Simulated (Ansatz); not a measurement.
# BFGe: the cost of one run

Computed with Ansatz 0.2.0, Gaussian basis. Level: the settings change from run to run.

25 further runs of the same task are left out: 2 for a known fault of the program, 11 that didn't finish, 12 set aside as unsound or not needed. Runs told in other sessions of the task aren't counted.

### 1 The system

The geometry is a PBE0/def2-TZVP stationary point (not a proven minimum). No spin-orbit coupling is included. The filled d shell of Ge may be among the frozen orbitals whatever the setting's name suggests.

3 atoms, charge 0, spin multiplicity 3.

Atoms are counted from 1 here; the program's logs count them from 0.

Bond lengths: F1–B2 1.280 Å, B2–Ge3 1.971 Å. Angles: F1–B2–Ge3 180.0°.

### 2 BCCD(T) on ROHF/cc-pVDZ

in.yaml

```yaml
crystal:
  periodic: [false, false, false]
  atoms:
    - {symbol: F, position_ang: [0.000000, 0.000000, -1.510700]}
    - {symbol: B, position_ang: [0.000000, 0.000000, -0.230200]}
    - {symbol: Ge, position_ang: [0.000000, 0.000000, 1.740900]}
basis:
  gaussian: {orbitals: cc-pVDZ}
magnetization: {spin_polarized: false, initial_magnetization: 2}
correlation: {method: bccd_t, electrons: outside_noble_gas, diis_vectors: 2}
accuracy: high
output: {forces: true}
```

Started as:

```bash
> ansatz run in.yaml --threads 1 --pin off --events-out ev --progress --plain --max-ram 2393MiB
```

Q: Estimate wall time and peak memory on 1 thread of Arm Neoverse V1, shared host.

About 20 s, with a peak of 0.34 GiB.
